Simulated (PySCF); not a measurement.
# C₇H₁₄O: excited states, first hyperpolarisability

Wanted: excited states, first hyperpolarisability for C₇H₁₄O (`CC(C)[C@@H](C)CC=O`).

Programs: PySCF 2.14.0, with routines of our own; each step states its level. All values are computed. Atoms count from 0.

## Step 1: The starting structure

22 atoms, charge 0, multiplicity 1; geometry from: GFN2-xTB.

## Step 2: Optimising the geometry at PBE0-D3(BJ)/def2-SVP

Job settings and geometry (Å):

```
{"job": {"xc": "PBE0", "basis": "def2-SVP", "d3": "d3bj", "grid": 2, "kind": "geom"}, "charge": 0, "multiplicity": 1}
C     -1.599620     0.691726    -1.244808
C     -1.010112    -0.344174    -0.286052
C     -2.017342    -0.604581     0.835188
C      0.349445     0.113835     0.276521
C      0.907365    -0.870677     1.306266
C      1.388551     0.282381    -0.840968
C      2.666026     0.879867    -0.336316
O      3.772142     0.518040    -0.623598
H     -2.597650     0.387853    -1.551723
H     -0.999830     0.800202    -2.144359
H     -1.675215     1.661443    -0.756715
H     -0.856448    -1.279929    -0.835325
H     -2.111173     0.271264     1.473845
H     -1.724357    -1.452731     1.446397
H     -2.995410    -0.821579     0.411877
H      0.206695     1.085482     0.764439
H      1.919887    -0.585064     1.584947
H      0.942370    -1.875567     0.890673
H      0.303492    -0.886609     2.208663
H      1.016141     0.977613    -1.597504
H      1.596106    -0.673858    -1.324322
H      2.508526     1.744449     0.342025
```

On the command line:

```console
$ OMP_NUM_THREADS=1 python excited_run.py task.json out
```

The driver reads the jobs from task.json and runs them one after another.

The log of the run:

```text
step   0  E = -349.73716358  max force = 0.014691
step   1  E = -349.73936750  max force = 0.002481
step   2  E = -349.73938739  max force = 0.001233
step   3  E = -349.73938145  max force = 0.001309
step   4  E = -349.73940321  max force = 0.000532
step   5  E = -349.73940744  max force = 0.000230
optimisation converged
```

It took 84 s on 1 thread of Arm Neoverse V2, shared host; peak memory 0.83 GiB.

Relaxation path:

```tsv
step	energy from step 0 (eV)	largest force component (eV/Å)
0	0.0000	0.7554
1	-0.0600	0.1276
2	-0.0605	0.0634
3	-0.0604	0.0673
4	-0.0609	0.0274
5	-0.0611	0.0118
```

Close pairs (by a distance rule), those that changed most:

```tsv
bond	before (Å)	after (Å)	change (Å)
C6–H21	1.110	1.125	+0.015
C2–H12	1.088	1.103	+0.015
C0–H10	1.088	1.103	+0.015
C4–H17	1.088	1.103	+0.015
C2–H13	1.086	1.099	+0.013
C0–H8	1.087	1.101	+0.013
C0–H9	1.087	1.100	+0.013
C2–H14	1.088	1.101	+0.013
```

The next job starts from the end point, and lists it.

```tsv
at the end point	value
point group (found at 0.08 Å tolerance)	C1
rotational constants (GHz, main isotopes)	3.798, 1.057, 0.879
dipole moment (D)	2.93
```

## Step 3: Excited states: TDA CAM-B3LYP/aug-cc-pVDZ

Job settings and geometry (Å):

```
{"job": {"kind": "states", "xc": "CAM-B3LYP", "basis": "aug-cc-pVDZ", "tda": true, "soc": true, "nstates": 6, "ntriplets": 5, "nquad": 4}, "charge": 0, "multiplicity": 1}
C     -1.747190     0.710003    -1.146575
C     -1.168962    -0.322439    -0.182200
C     -2.164481    -0.582429     0.945841
C      0.217940     0.086377     0.353661
C      0.768044    -0.899354     1.382257
C      1.239213     0.271192    -0.773342
C      2.532734     0.870206    -0.299965
O      3.629757     0.480417    -0.596114
H     -2.752649     0.410402    -1.478834
H     -1.135989     0.840445    -2.051293
H     -1.841097     1.694427    -0.657628
H     -1.033229    -1.270118    -0.738228
H     -2.273131     0.308371     1.587573
H     -1.865850    -1.423864     1.586445
H     -3.159174    -0.818395     0.538217
H      0.092296     1.068097     0.853170
H      1.787475    -0.624387     1.695165
H      0.821194    -1.916193     0.958989
H      0.150944    -0.941780     2.290021
H      0.847703     0.971129    -1.532398
H      1.461267    -0.679798    -1.283934
H      2.405997     1.762572     0.373910
```

With the program's defaults for keys left out, this is: TDA CAM-B3LYP/aug-cc-pVDZ excited states, vertical, gas phase, spin-orbit mean-field couplings.

The log of the run:

```text
coarse grid: 17368 points
cycle   1  E = -350.0656800696  dE =  1.008e+00  |g| = 8.103e-01  |ddm| = 1.792e+01
cycle   2  E = -349.8447110194  dE =  2.210e-01  |g| = 1.388e+00  |ddm| = 3.937e+00
cycle   3  E = -350.2077207169  dE = -3.630e-01  |g| = 9.807e-02  |ddm| = 2.374e+00
cycle   4  E = -350.2097381623  dE = -2.017e-03  |g| = 4.880e-02  |ddm| = 5.099e-01
cycle   5  E = -350.2103222209  dE = -5.841e-04  |g| = 7.175e-03  |ddm| = 1.808e-01
cycle   6  E = -350.2103347976  dE = -1.258e-05  |g| = 3.371e-03  |ddm| = 3.278e-02
cycle   7  E = -350.2103378037  dE = -3.006e-06  |g| = 8.377e-04  |ddm| = 1.378e-02
final grid: 164872 points
cycle   8  E = -350.2349112547  dE = -3.667e-05  |g| = 4.083e-03  |ddm| = 4.197e-01
cycle   9  E = -350.2349119622  dE = -7.075e-07  |g| = 3.942e-03  |ddm| = 5.358e-02
cycle  10  E = -350.2349156748  dE = -3.713e-06  |g| = 7.974e-04  |ddm| = 1.324e-02
cycle  11  E = -350.2349157845  dE = -1.097e-07  |g| = 2.778e-04  |ddm| = 1.828e-03
cycle  12  E = -350.2349158009  dE = -1.634e-08  |g| = 5.814e-05  |ddm| = 1.551e-03
cycle  13  E = -350.2349158021  dE = -1.188e-09  |g| = 2.007e-05  |ddm| = 2.496e-04
cycle  14  E = -350.2349158023  dE = -2.789e-10  |g| = 6.656e-06  |ddm| = 1.296e-04
converged SCF energy = -350.2349158023

Singlet excitations
state   eV       nm        f     d(h-e)  d(exc)  Lambda  PR(NTO)  |dmu|/D   mu/D   main configurations
  1   4.3090   287.7   0.00013   0.418   2.008   0.325   1.002    0.968    2.274   H->L+2 0.35, H->L+1 0.29, H->L+3 0.23
  2   6.7220   184.4   0.01593   1.744   4.031   0.235   1.016    7.046    7.557   H->L 0.31, H->L+1 0.27, H->L+4 0.23
  3   7.0956   174.7   0.04651   1.769   4.430   0.276   1.011    6.070    5.978   H->L+2 0.30, H->L+1 0.23, H->L+4 0.14
  4   7.3384   169.0   0.00538   1.253   4.670   0.251   1.012    3.122    2.811   H->L+3 0.40, H->L+2 0.14, H->L+6 0.14
  5   7.5365   164.5   0.00517   2.675   5.536   0.184   1.046                     H->L 0.42, H->L+9 0.12, H->L+7 0.10
  6   7.9881   155.2   0.01118   2.304   5.431   0.186   1.102                     H->L+5 0.55, H->L+10 0.08, H->L+2 0.08

Triplet excitations (Tamm-Dancoff)
state   eV     d(h-e)  d(exc)  Lambda  PR(NTO)   main configurations
  1   3.6851   0.419   1.978   0.324   1.003   H->L+2 0.34, H->L+1 0.28, H->L+3 0.23
  2   6.0152   0.391   1.914   0.338   1.010   H-5->L+2 0.10, H-5->L+1 0.08
  3   6.5970   1.835   3.889   0.240   1.011   H->L+1 0.29, H->L 0.28, H->L+4 0.20
  4   6.9799   1.625   4.188   0.259   1.015   H->L+2 0.25, H->L+1 0.17, H->L+4 0.17
  5   7.3113   1.147   4.590   0.246   1.014   H->L+3 0.36, H->L+2 0.15, H->L+6 0.12
S1 - T1 = 0.6239 eV

Spin-orbit couplings |<S|Hso|T>| (cm-1)
             T1       T2       T3       T4       T5
S0       54.873    0.489    4.807    1.947    3.987
S1        0.122   39.865    5.827    0.797    2.212
S2        5.584    0.358    0.533    0.308    0.474
S3        0.609    0.094    0.283    0.376    0.510
S4        2.511    0.552    0.345    0.447    0.128
S5        3.643    0.682    0.391    0.362    0.248
S6        4.549    0.704    0.264    0.177    0.434
T1 sublevels (cm-1): 0.000 0.000 0.189   radiative rates (1/s): 0.0595 0.18 110
```

It took 92 s on 1 thread of Arm Neoverse V2, shared host; peak memory 1.4 GiB.

Key values:

```tsv
quantity	value
S1 less T1	0.62 eV
```

## Step 4: Excited states: TDDFT CAM-B3LYP/aug-cc-pVDZ

The job, as its differences from that of step 3:

```diff
@@ -1,2 +1,2 @@
-{"job": {"kind": "states", "xc": "CAM-B3LYP", "basis": "aug-cc-pVDZ", "tda": true, "soc": true, "nstates": 6, "ntriplets": 5, "nquad": 4}, "charge": 0, "multiplicity": 1}
+{"job": {"kind": "states", "xc": "CAM-B3LYP", "basis": "aug-cc-pVDZ", "tpa": true, "nstates": 8, "nquad": 6, "ntriplets": 0}, "charge": 0, "multiplicity": 1}
 C     -1.747190     0.710003    -1.146575
```

With the program's defaults for keys left out, this is: TDDFT CAM-B3LYP/aug-cc-pVDZ excited states, vertical, gas phase, two-photon moments by quadratic response.

The log of the run:

```text
coarse grid: 17368 points
cycle   1  E = -350.0656800696  dE =  1.008e+00  |g| = 8.103e-01  |ddm| = 1.792e+01
cycle   2  E = -349.8447110194  dE =  2.210e-01  |g| = 1.388e+00  |ddm| = 3.937e+00
cycle   3  E = -350.2077207169  dE = -3.630e-01  |g| = 9.807e-02  |ddm| = 2.374e+00
cycle   4  E = -350.2097381623  dE = -2.017e-03  |g| = 4.880e-02  |ddm| = 5.099e-01
cycle   5  E = -350.2103222209  dE = -5.841e-04  |g| = 7.175e-03  |ddm| = 1.808e-01
cycle   6  E = -350.2103347976  dE = -1.258e-05  |g| = 3.371e-03  |ddm| = 3.278e-02
cycle   7  E = -350.2103378037  dE = -3.006e-06  |g| = 8.377e-04  |ddm| = 1.378e-02
final grid: 164872 points
cycle   8  E = -350.2349112547  dE = -3.667e-05  |g| = 4.083e-03  |ddm| = 4.197e-01
cycle   9  E = -350.2349119622  dE = -7.075e-07  |g| = 3.942e-03  |ddm| = 5.358e-02
cycle  10  E = -350.2349156748  dE = -3.713e-06  |g| = 7.974e-04  |ddm| = 1.324e-02
cycle  11  E = -350.2349157845  dE = -1.097e-07  |g| = 2.778e-04  |ddm| = 1.828e-03
cycle  12  E = -350.2349158009  dE = -1.634e-08  |g| = 5.814e-05  |ddm| = 1.551e-03
cycle  13  E = -350.2349158021  dE = -1.188e-09  |g| = 2.007e-05  |ddm| = 2.496e-04
cycle  14  E = -350.2349158023  dE = -2.789e-10  |g| = 6.656e-06  |ddm| = 1.296e-04
converged SCF energy = -350.2349158023

Singlet excitations
state   eV       nm        f     d(h-e)  d(exc)  Lambda  PR(NTO)  |dmu|/D   mu/D   delta(TPA)   sigma/GM   main configurations
  1   4.2800   289.7   0.00014   0.416   2.013   0.325   1.004    0.979    2.263        0.50      0.003   H->L+2 0.35, H->L+1 0.29, H->L+3 0.23
  2   6.7132   184.7   0.01436   1.761   4.032   0.236   1.017    7.083    7.567      129.02      2.130   H->L 0.31, H->L+1 0.27, H->L+4 0.23
  3   7.0884   174.9   0.04184   1.766   4.425   0.276   1.012    6.056    5.996        6.92      0.127   H->L+2 0.29, H->L+1 0.23, H->L+4 0.14
  4   7.3364   169.0   0.00491   1.248   4.667   0.251   1.012    3.101    2.808       24.44      0.482   H->L+3 0.40, H->L+2 0.14, H->L+6 0.14
  5   7.5344   164.6   0.00517   2.658   5.528   0.184   1.047    8.740    5.677        8.64      0.180   H->L 0.42, H->L+9 0.12, H->L+7 0.10
  6   7.9822   155.3   0.01568   2.104   5.323   0.191   1.218    6.847    4.564       77.98      1.820   H->L+5 0.49
  7   8.0237   154.5   0.03922   1.378   5.199   0.237   2.052                                            H->L+7 0.09
  8   8.1106   152.9   0.00523   1.038   3.842   0.268   1.416                                            H-1->L+2 0.11, H-4->L+2 0.10, H-1->L+1 0.10
```

Run time: 2 min. Hardware: 1 thread of Arm Neoverse V2, shared host; peak memory 1.4 GiB.

## Step 5: First hyperpolarisability: quadratic response CAM-B3LYP/aug-cc-pVDZ

The job, as its differences from that of step 4:

```diff
@@ -1,2 +1,2 @@
-{"job": {"kind": "states", "xc": "CAM-B3LYP", "basis": "aug-cc-pVDZ", "tpa": true, "nstates": 8, "nquad": 6, "ntriplets": 0}, "charge": 0, "multiplicity": 1}
+{"job": {"kind": "beta", "xc": "CAM-B3LYP", "basis": "aug-cc-pVDZ"}, "charge": 0, "multiplicity": 1}
 C     -1.747190     0.710003    -1.146575
```

Level: quadratic response CAM-B3LYP/aug-cc-pVDZ first hyperpolarisability, Taylor convention, gas phase.

The log of the run:

```text
coarse grid: 17368 points
cycle   1  E = -350.0656800696  dE =  1.008e+00  |g| = 8.103e-01  |ddm| = 1.792e+01
cycle   2  E = -349.8447110194  dE =  2.210e-01  |g| = 1.388e+00  |ddm| = 3.937e+00
cycle   3  E = -350.2077207169  dE = -3.630e-01  |g| = 9.807e-02  |ddm| = 2.374e+00
cycle   4  E = -350.2097381623  dE = -2.017e-03  |g| = 4.880e-02  |ddm| = 5.099e-01
cycle   5  E = -350.2103222209  dE = -5.841e-04  |g| = 7.175e-03  |ddm| = 1.808e-01
cycle   6  E = -350.2103347976  dE = -1.258e-05  |g| = 3.371e-03  |ddm| = 3.278e-02
cycle   7  E = -350.2103378037  dE = -3.006e-06  |g| = 8.377e-04  |ddm| = 1.378e-02
final grid: 164872 points
cycle   8  E = -350.2349112547  dE = -3.667e-05  |g| = 4.083e-03  |ddm| = 4.197e-01
cycle   9  E = -350.2349119622  dE = -7.075e-07  |g| = 3.942e-03  |ddm| = 5.358e-02
cycle  10  E = -350.2349156748  dE = -3.713e-06  |g| = 7.974e-04  |ddm| = 1.324e-02
cycle  11  E = -350.2349157845  dE = -1.097e-07  |g| = 2.778e-04  |ddm| = 1.828e-03
cycle  12  E = -350.2349158009  dE = -1.634e-08  |g| = 5.814e-05  |ddm| = 1.551e-03
cycle  13  E = -350.2349158021  dE = -1.188e-09  |g| = 2.007e-05  |ddm| = 2.496e-04
cycle  14  E = -350.2349158023  dE = -2.789e-10  |g| = 6.656e-06  |ddm| = 1.296e-04
converged SCF energy = -350.2349158023

Lowest singlets (eV, f): 4.2800 0.0001  6.7132 0.0144  7.0884 0.0418

First hyperpolarisability (au)
process     nm      |vector|   parallel      HRS      DR
static         -      104.54     -50.17       40.0   6.892
shg       1907.0      108.00     -51.47      41.37   6.837
eope      1907.0      105.67      -50.6          -       -
shg       1064.0      116.52     -54.62      44.77   6.716
eope      1064.0      108.25     -51.57          -       -
```

Wall time 80 s (1 thread of Arm Neoverse V2, shared host); peak memory 1.4 GiB.

## Step 6: Excited states: TDA CAM-B3LYP/aug-cc-pVDZ in benzene

The job, as its differences from that of step 5:

```diff
@@ -1,2 +1,2 @@
-{"job": {"kind": "beta", "xc": "CAM-B3LYP", "basis": "aug-cc-pVDZ"}, "charge": 0, "multiplicity": 1}
+{"job": {"kind": "states", "xc": "CAM-B3LYP", "basis": "aug-cc-pVDZ", "tda": true, "soc": true, "nstates": 6, "ntriplets": 5, "nquad": 4, "solvent": "benzene"}, "charge": 0, "multiplicity": 1}
 C     -1.747190     0.710003    -1.146575
```

With the program's defaults for keys left out, this is: TDA CAM-B3LYP/aug-cc-pVDZ excited states, vertical, IEF-PCM benzene (non-equilibrium response), spin-orbit mean-field couplings.

The log of the run:

```text
coarse grid: 17368 points
cycle   1  E = -350.0769447155  dE =  9.970e-01  |g| = 7.957e-01  |ddm| = 1.792e+01
cycle   2  E = -349.8979759429  dE =  1.790e-01  |g| = 1.298e+00  |ddm| = 3.906e+00
cycle   3  E = -350.2121208820  dE = -3.141e-01  |g| = 9.110e-02  |ddm| = 2.301e+00
cycle   4  E = -350.2138736058  dE = -1.753e-03  |g| = 4.434e-02  |ddm| = 4.822e-01
cycle   5  E = -350.2143567071  dE = -4.831e-04  |g| = 6.112e-03  |ddm| = 1.742e-01
cycle   6  E = -350.2143660497  dE = -9.343e-06  |g| = 2.937e-03  |ddm| = 2.918e-02
final grid: 164872 points
cycle   7  E = -350.2389238301  dE = -3.559e-05  |g| = 5.458e-03  |ddm| = 4.201e-01
cycle   8  E = -350.2389226966  dE =  1.133e-06  |g| = 6.146e-03  |ddm| = 5.781e-02
cycle   9  E = -350.2389315325  dE = -8.836e-06  |g| = 9.342e-04  |ddm| = 1.709e-02
cycle  10  E = -350.2389316891  dE = -1.566e-07  |g| = 2.890e-04  |ddm| = 2.154e-03
cycle  11  E = -350.2389317081  dE = -1.902e-08  |g| = 6.321e-05  |ddm| = 1.749e-03
cycle  12  E = -350.2389317095  dE = -1.451e-09  |g| = 2.131e-05  |ddm| = 2.929e-04
cycle  13  E = -350.2389317099  dE = -3.180e-10  |g| = 6.170e-06  |ddm| = 1.506e-04
converged SCF energy = -350.2389317099

Singlet excitations
state   eV       nm        f     d(h-e)  d(exc)  Lambda  PR(NTO)  |dmu|/D   mu/D   main configurations
  1   4.3612   284.3   0.00012   0.400   2.012   0.392   1.002    1.032    2.595   H->L+1 0.65, H->L+2 0.14, H->L 0.11
  2   6.7912   182.6   0.01406   1.387   3.892   0.269   1.012    6.678    8.253   H->L+4 0.27, H->L 0.26, H->L+1 0.20
  3   7.1832   172.6   0.07219   1.282   4.274   0.244   1.013    4.622    5.298   H->L+2 0.48, H->L+4 0.16, H->L+8 0.10
  4   7.4461   166.5   0.00763   1.011   4.595   0.168   1.018    2.314    1.607   H->L+3 0.52, H->L+6 0.15
  5   7.6423   162.2   0.01173   2.334   5.365   0.201   1.097                     H->L 0.40, H->L+7 0.10, H->L+8 0.09
  6   7.9281   156.4   0.05084   1.846   3.444   0.282   1.119                     H-1->L+1 0.23, H-1->L 0.14, H-4->L+1 0.11

Triplet excitations (Tamm-Dancoff)
state   eV     d(h-e)  d(exc)  Lambda  PR(NTO)   main configurations
  1   3.7585   0.401   1.982   0.391   1.004   H->L+1 0.64, H->L+2 0.14, H->L 0.11
  2   6.0972   0.377   1.947   0.351   1.011   H-5->L+1 0.14, H-7->L+1 0.12, H-2->L+1 0.11
  3   6.6991   1.376   3.790   0.269   1.013   H->L+4 0.26, H->L 0.24, H->L+1 0.20
  4   7.0802   1.096   4.066   0.237   1.018   H->L+2 0.42, H->L+4 0.16, H->L+8 0.12
  5   7.4177   1.034   4.535   0.171   1.021   H->L+3 0.46, H->L+6 0.12, H->L+8 0.08
S1 - T1 = 0.6027 eV

Spin-orbit couplings |<S|Hso|T>| (cm-1)
             T1       T2       T3       T4       T5
S0       53.908    0.508    5.427    1.948    4.637
S1        0.116   39.139    5.031    0.661    2.897
S2        4.498    0.355    0.484    0.253    0.427
S3        0.736    0.170    0.202    0.259    0.527
S4        3.276    0.399    0.384    0.494    0.119
S5        5.366    0.856    0.353    0.386    0.404
S6       11.432    7.310    0.390    0.315    0.446
T1 sublevels (cm-1): 0.000 0.002 0.180   radiative rates (1/s): 1.38 0.224 121
```

Run time: 91 s. Hardware: 1 thread of Arm Neoverse V2, shared host; peak memory 1.5 GiB.

From this job:

```tsv
quantity	value
S1 less T1	0.60 eV
```

## Step 7: Outcome

| quantity | value |
| --- | --- |
| point group | C1 |
| rotational constants (main isotopes) | 3.80, 1.06, 0.88 GHz |
| S1 less T1 (step 3, TDA CAM-B3LYP/aug-cc-pVDZ) | 0.62 eV |
| β vector (step 5, quadratic response CAM-B3LYP/aug-cc-pVDZ) | static 105, SHG 1907.0 nm 108, SHG 1064.0 nm 117 au |
| S1 less T1 (step 6, TDA CAM-B3LYP/aug-cc-pVDZ in benzene) | 0.60 eV |

What this shows: Relaxing lowered the energy by 0.061 eV in 5 steps; the close pair that moved most is C6–H21, from 1.110 to 1.125 Å. No frequency check was run at this level, so the end point may be a saddle. In step 3, the number of triplets below S1 is 1, and the largest singlet-triplet spin-orbit coupling is S0–T1, 54.87 cm⁻¹. β grows from 105 au (static) to 117 au for doubling at 1064.0 nm: normal dispersion, which grows as twice the photon energy moves toward the bright states. In step 6, the number of triplets below S1 is 1, and the largest singlet-triplet spin-orbit coupling is S0–T1, 53.91 cm⁻¹. The orbital labels of the leading configurations differ from run to run, so check that S1 and T1 are the same states before comparing rows.
